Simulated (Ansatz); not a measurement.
# GaGe3 (Pm-3m) in Ansatz: reference runs

Reference runs on GaGe3: the cell as given and a disturbed copy.

All numbers are computed with Ansatz 0.2.0; they aren't measurements. Logs are shortened: lines on timing, memory, paths and dates and some standing lists are left out, and cuts for length are marked.

**1. The crystal as given**

The structure is cubic, space group Pm-3m (No. 221). Conventional cell: a = 4.278 Å, b = 4.278 Å, c = 4.278 Å, α = 90.00°, β = 90.00°, γ = 90.00°. Ge (site symmetry 4/mmm) has 8 Ge at 3.03 Å and 4 Ga at 3.03 Å as nearest neighbours. Ga (site symmetry m-3m) has 12 Ge at 3.03 Å as nearest neighbours.

The cell comes from a database or a generator and needn't be the stable form of this composition.

**2. Single point, PBEsol**

Input file input.yaml:

```yaml
crystal:
  lattice:
    - [4.278466, 0.0, 0.0]
    - [0.0, 4.278466, 0.0]
    - [0.0, 0.0, 4.278466]
  atoms:
    - { symbol: Ge, position: [0.5, 0.5, 0.0] }
    - { symbol: Ge, position: [0.5, 0.0, 0.5] }
    - { symbol: Ge, position: [0.0, 0.5, 0.5] }
    - { symbol: Ga, position: [0.0, 0.0, 0.0] }
kpoints:
  mp_grid: { grid: [6, 6, 6] }
scf:
  occupations: { method: fermi_dirac, width: 0.05 }
hamiltonian:
  xc: pbesol
  pseudopotentials: { kind: all_electron, lapw: { basis_error: 0.001 } }
output:
  forces: true
  stress: true
  eigenvalues: true
  populations: true
```

Potentials or basis: all-electron LAPW, scalar-relativistic.

Started as:

```bash
$ ansatz run input.yaml --threads 2 --pin off --max-ram 8192MiB --backend cpu --events-out ev --progress --plain --runs-dir out
```

The program printed:

```text
Warning: RAYON_NUM_THREADS=2 ignored (pool sized by the plan → 2); use --threads N
Ge: projections on atomic orbitals take those of the free atom 1s2 2s2 2p6 3s2 3p6 3d10 4s2 4p2, of charge +0.00 (hamiltonian.pseudopotentials.projection_atoms)
Ga: projections on atomic orbitals take those of the free atom 1s2 2s2 2p6 3s2 3p6 3d10 4s2 4p1, of charge +0.00 (hamiltonian.pseudopotentials.projection_atoms)
LAPW: plane waves up to 6.982 Å⁻¹, error target 1.0e-3 eV per atom; small_component_spin mean_spin; Ga in spheres of 1.524 Å, 21 of its electrons in bands, Dirac shells []; Ge in spheres of 1.501 Å, 22 of its electrons in bands, Dirac shells [] (how accurate: hamiltonian.pseudopotentials.lapw.basis_error, Limitations)
Engine: ansatz 0.2.0, x86_64-unknown-linux-gnu
Pseudopotentials: kind: all_electron
Pseudopotential: Ge, LAPW, valence charge 22, lapw/all_electron/scalar/gaussian/Ge, Koelling and Harmon's equation, gaussian nucleus
Pseudopotential: Ga, LAPW, valence charge 21, lapw/all_electron/scalar/gaussian/Ga, Koelling and Harmon's equation, gaussian nucleus
Functional definition: PBEsol
  exchange = pbesol_x
  correlation = pbesol_c
Crystal: 4 atoms, lattice volume = 78.318 Å³
Basis set: ecut = 185.7365155603316 eV, 461 PW (Γ), exchange–correlation at level 2
Bands: 53, of which v1, the nominal top of the filled ones, is band 44 counted from 1 (43 counted from 0)
Symmetry: 48 space group operations
Space group: Pm-3m (ITA 221), of the structure as read, at distance tolerance 4.3e-5 Å
k-points: 20 of 216
Non-local potential: Ge, projectors of the file, none
Non-local potential: Ga, projectors of the file, none
Initial density: superposition of atomic densities (chi_scale 0.1, normalization cell, long waves kept (reshape's long-wave potential 0.00 eV rms))
Initial wavefunctions: plane waves of lowest kinetic energy (no species holds an atomic orbital)
Functional: x = pbesol(κ = 0.804, μ = 0.12345679012345678), c = pbesol(β = 0.046)
iter 1 solved again at ethr=1.75e-5 eV; its pass at ethr=1.00e-1 eV (dr2=1.52e-2 eV) is discarded
SCF iter   1: F=—  HF=-224083.690539 eV  |F-HF|=—  |Δ(HF+E_count)|=         —  Δρ=5.53e-3  dr2=1.54e-2  ethr=1.75e-5  ⟨swp⟩=3.4  Hψ=7224  notcnv=0
preconditioner: auto → Kerker (q_TF=auto, 2.777 Å⁻¹)  [metal: Δε(μ)=0.073 eV  Ē_g=21.804 eV  σ=0.050 eV  W_gap=0.35  n_scr=26 (ndim 8)  ℏωp=31.1 eV  f_vac=0.000  D(μ)=2.66/eV (n_scr^D=18)]
SCF iter   2: F=—  HF=-224083.626903 eV  |F-HF|=—  |Δ(HF+E_count)|=   6.36e-2  Δρ=3.22e-3  dr2=7.24e-3  ethr=1.75e-5  ⟨swp⟩=2.1  Hψ=3209  notcnv=0
SCF iter   3: F=—  HF=-224083.617286 eV  |F-HF|=—  |Δ(HF+E_count)|=   9.62e-3  Δρ=2.18e-3  dr2=3.58e-3  ethr=8.32e-6  ⟨swp⟩=2.0  Hψ=3202  notcnv=0
SCF iter   4: F=—  HF=-224083.615307 eV  |F-HF|=—  |Δ(HF+E_count)|=   1.98e-3  Δρ=1.11e-3  dr2=1.28e-3  ethr=4.12e-6  ⟨swp⟩=2.0  Hψ=3202  notcnv=0
SCF iter   5: F=—  HF=-224083.615244 eV  |F-HF|=—  |Δ(HF+E_count)|=   6.29e-5  Δρ=6.37e-4  dr2=4.17e-4  ethr=1.47e-6  ⟨swp⟩=2.0  Hψ=3202  notcnv=0
iter 6 solved again at ethr=1.83e-8 eV; its pass at ethr=4.80e-7 eV (dr2=1.60e-5 eV) is discarded
SCF iter   6: F=—  HF=-224083.615173 eV  |F-HF|=—  |Δ(HF+E_count)|=   7.10e-5  Δρ=1.24e-4  dr2=1.59e-5  ethr=1.83e-8  ⟨swp⟩=2.0  Hψ=5367  notcnv=0
SCF iter   7: F=—  HF=-224083.615170 eV  |F-HF|=—  |Δ(HF+E_count)|=   2.58e-6  Δρ=3.43e-5  dr2=1.01e-6  ethr=1.83e-8  ⟨swp⟩=2.1  Hψ=3206  notcnv=0
SCF iter   8: F=—  HF=-224083.615171 eV  |F-HF|=—  |Δ(HF+E_count)|=   4.30e-8  Δρ=9.06e-6  dr2=1.16e-7  ethr=1.16e-9  ⟨swp⟩=2.2  Hψ=3206  notcnv=0
SCF iter   9: F=-224083.615170 eV  HF=-224083.615170 eV  |F-HF|=4.89e-9  |Δ(HF+E_count)|=   1.60e-8  Δρ=2.60e-6  dr2=6.93e-9  ethr=1.33e-10  ⟨swp⟩=2.5  Hψ=3213  notcnv=0
SCF 1 converged in 9 iterations: F = -224083.615170 eV  dr2 = 6.93e-9
SCF converged after 9 iterations
Free energy (F): -224083.615170 eV
Harris-Foulkes:  -224083.615170 eV  (|F-HF|=4.89e-9)
Internal energy: -224083.592590 eV  (E = F + TS)
E sigma→0 (E₀):  -224083.603880 eV
Entropy (-TS):   -0.022580 eV (-5.645 meV/atom)
Fermi energy:    11.830132 eV
--- Per-component energies (eV) ---
  E_band       = -3760.424063
  E_kinetic    = 228685.707113
  E_xc         = -8400.030734
  E_electrostatic = -444369.268969  (all electrons and nuclei)
  E_smearing   = -0.022580  (= −TS)
  E_closure    = 0.000000  (closes the sum)
  E_atoms      = -224066.463186  (free atoms, spherical and without spin; not in F)
  Σ components = -224083.615170   (vs F -224083.615170, Δ=0.00e0)
  Basis errors (estimates in eV, not in F): energy 2.1e-4 per atom: plane waves 2.1e-4 (1.1e-4 summed), levels above the bands 6.5e-63, relativity 4.7e-9, radial functions 5.2e-6, core shells 3.4e-13; eigenvalues (radial functions only) 1.1e-5; not estimated: angular momenta, meshes, grids; target (lapw.basis_error) 1.0e-3; muffin-tin radii Ga 1.524 Å, Ge 1.501 Å
--- Forces (eV/Å), atoms counted from 1 ---
  atom   1  Ge     0.00000000    -0.00000000     0.00000000
  atom   2  Ge    -0.00000000    -0.00000000     0.00000000
  atom   3  Ge     0.00000000    -0.00000000     0.00000000
  atom   4  Ga    -0.00000000     0.00000000    -0.00000000
  max |Σ_I F_I| component: 6.57e-30 eV/Å
--- Stress (GPa, compression-positive) ---
       -3.396007       0.000000       0.000000
        0.000000      -3.396007       0.000000
        0.000000       0.000000      -3.396007
  P = ⅓ Tr σ = -3.3960 GPa (-33.960 kbar)
--- Band table (eV; the first three rows and the last of 20) ---
  k-point 0: bands = ["-151.6062", "-151.6061", "-151.6061", "-131.4044", "-98.9180", "-98.9180", "-98.9180", "-98.9146", "-98.9146", "-98.9146", "-98.9146", "-98.9146", "-98.9146", "-82.3071", "-82.3071", "-82.3071", "-12.9298", "-12.9298", "-12.9298", "-12.9196", "-12.8860", "-12.8860", "-12.8558", "-12.8558", "-12.8558", "-12.8380", "-12.8380", "-12.8130", "-12.8014", "-12.8014", "-12.8014", "-2.8671", "-2.8671", "-2.8510", "-2.8510", "-2.8510", "-0.6648", "6.2605", "6.2605", "8.0490", "8.0490", "8.0490", "8.4933", "14.4283", "14.4283", "14.4283", "15.3549", "15.3549", "15.3549", "18.4410", "18.4410", "18.7813", "18.8184"]
  k-point 1: bands = ["-151.6062", "-151.6061", "-151.6061", "-131.4044", "-98.9180", "-98.9180", "-98.9180", "-98.9147", "-98.9146", "-98.9146", "-98.9146", "-98.9146", "-98.9146", "-82.3071", "-82.3071", "-82.3071", "-12.9286", "-12.9218", "-12.9218", "-12.9145", "-12.8854", "-12.8815", "-12.8570", "-12.8560", "-12.8560", "-12.8422", "-12.8378", "-12.8170", "-12.8100", "-12.8100", "-12.8014", "-2.8662", "-2.8635", "-2.8538", "-2.8538", "-2.8509", "-0.4440", "4.8301", "6.3561", "7.9395", "8.2905", "8.2905", "10.5196", "13.5105", "13.5687", "13.5687", "14.1947", "15.2175", "15.2175", "18.8167", "19.0215", "19.8863", "20.1640"]
  k-point 2: bands = ["-151.6062", "-151.6062", "-151.6061", "-131.4044", "-98.9180", "-98.9180", "-98.9179", "-98.9147", "-98.9147", "-98.9147", "-98.9146", "-98.9146", "-98.9146", "-82.3071", "-82.3071", "-82.3071", "-12.9261", "-12.9018", "-12.9001", "-12.9001", "-12.8837", "-12.8700", "-12.8593", "-12.8570", "-12.8570", "-12.8534", "-12.8377", "-12.8325", "-12.8325", "-12.8271", "-12.8014", "-2.8644", "-2.8594", "-2.8594", "-2.8566", "-2.8508", "0.2106", "2.9603", "6.5728", "8.2625", "8.9998", "8.9998", "11.8110", "11.8110", "12.2877", "12.6068", "13.5057", "15.8000", "15.8000", "18.6478", "18.6693", "18.6693", "19.6250"]
  k-point 19: bands = ["-151.6062", "-151.6062", "-151.6062", "-131.4044", "-98.9185", "-98.9176", "-98.9176", "-98.9150", "-98.9150", "-98.9150", "-98.9143", "-98.9143", "-98.9143", "-82.3071", "-82.3071", "-82.3071", "-12.8985", "-12.8985", "-12.8985", "-12.8962", "-12.8939", "-12.8939", "-12.8939", "-12.8459", "-12.8459", "-12.8459", "-12.8455", "-12.8455", "-12.8110", "-12.8110", "-12.8110", "-2.8786", "-2.8786", "-2.8786", "-2.8376", "-2.8376", "4.0622", "4.0622", "4.0622", "6.4558", "6.6119", "6.9386", "6.9386", "6.9386", "18.4312", "18.4312", "18.4963", "18.4963", "18.4963", "20.3332", "20.3332", "20.3332", "23.7732"]
--- Löwdin populations: 4 sites ---
  site symbol       q [e]
     0     Ge     31.9107
     1     Ge     31.9107
     2     Ge     31.9107
     3     Ga     31.1512
  spilling = 0.000918 (of n_electrons = 127.000000)
```

Run time: 3.2 s. Hardware: 2 threads of AMD EPYC 9R45 (Zen 5), shared host; peak memory 0.41 GiB.

What came out:

```yaml
Free_energy: -224083.6152 eV
Pressure: -3.4 GPa
Band_gap_on_the_k_mesh: none (metal or under the smearing width)
Loewdin_charges: Ge +0.09; Ga -0.15 e
```

**3. Single point, PBEsol (atoms moved at random, drawn with an rms of 0.05 Å)**

Edit input.yaml of step 2 so:

```diff
@@ -6,6 +6,6 @@
   atoms:
-    - { symbol: Ge, position: [0.5, 0.5, 0.0] }
-    - { symbol: Ge, position: [0.5, 0.0, 0.5] }
-    - { symbol: Ge, position: [0.0, 0.5, 0.5] }
-    - { symbol: Ga, position: [0.0, 0.0, 0.0] }
+    - { symbol: Ge, position: [0.500601, 0.499368, -0.007984] }
+    - { symbol: Ge, position: [0.515089, -0.006883, 0.494661] }
+    - { symbol: Ge, position: [0.012448, 0.492653, 0.499967] }
+    - { symbol: Ga, position: [0.003679, 0.006519, 0.005903] }
 kpoints:
```

Potentials or basis: all-electron LAPW, scalar-relativistic.

Started as:

```bash
$ ansatz run input.yaml --threads 2 --pin off --max-ram 8192MiB --backend cpu --events-out ev --progress --plain --runs-dir out
```

The program printed:

```text
Warning: RAYON_NUM_THREADS=2 ignored (pool sized by the plan → 2); use --threads N
Ge: projections on atomic orbitals take those of the free atom 1s2 2s2 2p6 3s2 3p6 3d10 4s2 4p2, of charge +0.00 (hamiltonian.pseudopotentials.projection_atoms)
Ga: projections on atomic orbitals take those of the free atom 1s2 2s2 2p6 3s2 3p6 3d10 4s2 4p1, of charge +0.00 (hamiltonian.pseudopotentials.projection_atoms)
LAPW: plane waves up to 7.196 Å⁻¹, error target 1.0e-3 eV per atom; small_component_spin mean_spin; Ga in spheres of 1.489 Å, 21 of its electrons in bands, Dirac shells []; Ge in spheres of 1.468 Å, 22 of its electrons in bands, Dirac shells [] (how accurate: hamiltonian.pseudopotentials.lapw.basis_error, Limitations)
[... 3 set-up lines as earlier in the session ...]
[... 59 lines left out ...]
  k-point 2: bands = ["-151.6101", "-151.6082", "-151.6045", "-131.4067", "-98.9221", "-98.9200", "-98.9187", "-98.9181", "-98.9172", "-98.9162", "-98.9159", "-98.9136", "-98.9127", "-82.3097", "-82.3094", "-82.3089", "-12.9293", "-12.9046", "-12.9015", "-12.9007", "-12.8864", "-12.8699", "-12.8605", "-12.8597", "-12.8566", "-12.8527", "-12.8406", "-12.8337", "-12.8322", "-12.8280", "-12.8045", "-2.8671", "-2.8621", "-2.8619", "-2.8589", "-2.8533", "0.2071", "2.9574", "6.5666", "8.2475", "9.0019", "9.0142", "11.7540", "11.7884", "12.3417", "12.6332", "13.5094", "15.7985", "15.8036", "18.6349", "18.6572", "18.6710", "19.6396"]
  k-point 111: bands = ["-151.6101", "-151.6082", "-151.6045", "-131.4067", "-98.9221", "-98.9199", "-98.9188", "-98.9181", "-98.9171", "-98.9161", "-98.9160", "-98.9135", "-98.9127", "-82.3097", "-82.3094", "-82.3089", "-12.9004", "-12.9003", "-12.9001", "-12.8978", "-12.8958", "-12.8953", "-12.8944", "-12.8489", "-12.8485", "-12.8476", "-12.8453", "-12.8451", "-12.8128", "-12.8125", "-12.8116", "-2.8814", "-2.8813", "-2.8810", "-2.8403", "-2.8400", "4.0475", "4.0581", "4.0626", "6.4596", "6.5426", "6.9398", "6.9420", "7.0089", "18.4249", "18.4366", "18.4911", "18.4978", "18.5018", "20.3274", "20.3335", "20.3414", "23.7712"]
--- Löwdin populations: 4 sites ---
  site symbol       q [e]
     0     Ge     31.9120
     1     Ge     31.9100
     2     Ge     31.9100
     3     Ga     31.1515
  spilling = 0.000917 (of n_electrons = 127.000000)
```

Wall time 25 s (2 threads of AMD EPYC 9R45 (Zen 5), shared host); peak memory 0.8 GiB.

Results:

```yaml
Free_energy: -224083.6159 eV
Pressure: -3.4 GPa
Largest_force: 0.110 eV/Å
Band_gap_on_the_k_mesh: none (metal or under the smearing width)
Loewdin_charges: Ge +0.09; Ga -0.15 e
```

Forces in eV/Å, atoms in the order of the input:
```
Ge  -0.071  0.078 -0.032
Ge   0.043 -0.040  0.014
Ge   0.018  0.024  0.057
Ga   0.010 -0.061 -0.039
```
